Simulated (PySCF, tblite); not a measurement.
# C₇H₁₁ClO: geometry, infrared bands and NMR shifts

Wanted: the infrared bands and NMR shifts of C₇H₁₁ClO (`Cl[C@@H]1CC[C@@H]([C@H]2CO2)C1`), by calculation.

Programs: tblite 0.8.0 and PySCF 2.14.0, with density-fitted response routines of our own. Each step states its level of theory. These are calculated values for one molecule in the gas phase, unless marked as measured. Atoms count from 0, in the outputs and in this text.

### 1 Starting geometry

20 atoms, charge 0, multiplicity 1; geometry from: force field or distance geometry start.

Bonds of the start (Å): Cl0–C1 1.78, C1–C2 1.51, C2–C3 1.53, C3–C4 1.55, C4–C5 1.49, C5–C6 1.51, C6–O7 1.43, C4–C8 1.53, C8–C1 1.53, O7–C5 1.44, C1–H9 1.11, C2–H10 1.11, C2–H11 1.10, C3–H12 1.10, C3–H13 1.09, C4–H14 1.10, C5–H15 1.10, C6–H16 1.09, C6–H17 1.09, C8–H18 1.09, C8–H19 1.10.

### 2 Relaxing the molecule with GFN2-xTB

Job settings and geometry (Å):

```
{"job": {"kind": "relax", "xc": "GFN2-xTB", "basis": "xTB"}, "charge": 0, "multiplicity": 1}
Cl    -2.333400    -1.548700    -1.456300
C     -1.798800    -0.992700     0.143200
C     -1.964000     0.502900     0.310600
C     -0.789000     1.124800    -0.446500
C      0.323300     0.052600    -0.398500
C      1.543100     0.541500     0.306000
C      2.917200     0.035000    -0.063400
O      2.447100     1.315100    -0.502300
C     -0.282300    -1.169900     0.300400
H     -2.356400    -1.564900     0.907400
H     -2.936100     0.872900    -0.069900
H     -1.911500     0.772800     1.370600
H     -0.496900     2.075100     0.015600
H     -1.065600     1.317700    -1.481500
H      0.575100    -0.207000    -1.437700
H      1.368800     0.883000     1.333200
H      3.687000     0.029300     0.705200
H      3.003100    -0.759900    -0.798800
H      0.085500    -2.105000    -0.112100
H     -0.021400    -1.163800     1.371900
```

Run with:

```
> OMP_NUM_THREADS=1 python probes_run.py task.json out
```

One launch serves the whole session: the jobs run in the order shown.

**Question.** This job is followed by: GFN2-xTB harmonic vibrations, gas phase; GIAO PBE0/pcSseg-1 NMR shielding, non-relativistic, gas phase. What will the session give for the following? strongest single infrared mode (GFN2-xTB); zero-point energy (GFN2-xTB); 13C shifts against TMS (PBE0/pcSseg-1); 1H shifts against TMS (PBE0/pcSseg-1); 35Cl shifts against HCl (PBE0/pcSseg-1); 17O shifts against H2O (PBE0/pcSseg-1).

As calculated:

```
                                 quantity                                                                 value
strongest single infrared mode (GFN2-xTB)                                                  2978 cm⁻¹, 68 km/mol
             zero-point energy (GFN2-xTB)                                                        104.8 kcal/mol
   13C shifts against TMS (PBE0/pcSseg-1)                          68.4, 55.4, 44.4, 43.7, 43.5, 40.2, 30.2 ppm
    1H shifts against TMS (PBE0/pcSseg-1)  4.39, 2.59, 2.53, 2.25, 2.21, 2.13, 2.04, 1.96, 1.89, 1.85, 1.58 ppm
  35Cl shifts against HCl (PBE0/pcSseg-1)                                                               165 ppm
   17O shifts against H2O (PBE0/pcSseg-1)                                                              19.9 ppm
```

Relaxing lowered the energy by 0.152 eV in 28 steps; the close pair that moved most is C5–C6, from 1.510 to 1.465 Å. No mode is imaginary among the 54: a minimum at this level. GFN2-xTB is a fitted tight-binding method: band positions and strengths are rough. Its intensities can rank the bands wrongly. C1 (sp3 CH bonded to Cl) lies farthest downfield among carbon, at 68.4 ppm; deshielded by the electronegative neighbour. The most deshielded hydrogen is H9 (hydrogen on an sp3 CH bonded to Cl), at 4.39 ppm: its carbon carries Cl, which withdraws density. At PBE0/pcSseg-1: The largest span, 538 ppm, is at Cl0, where the paramagnetic term is -362 ppm.
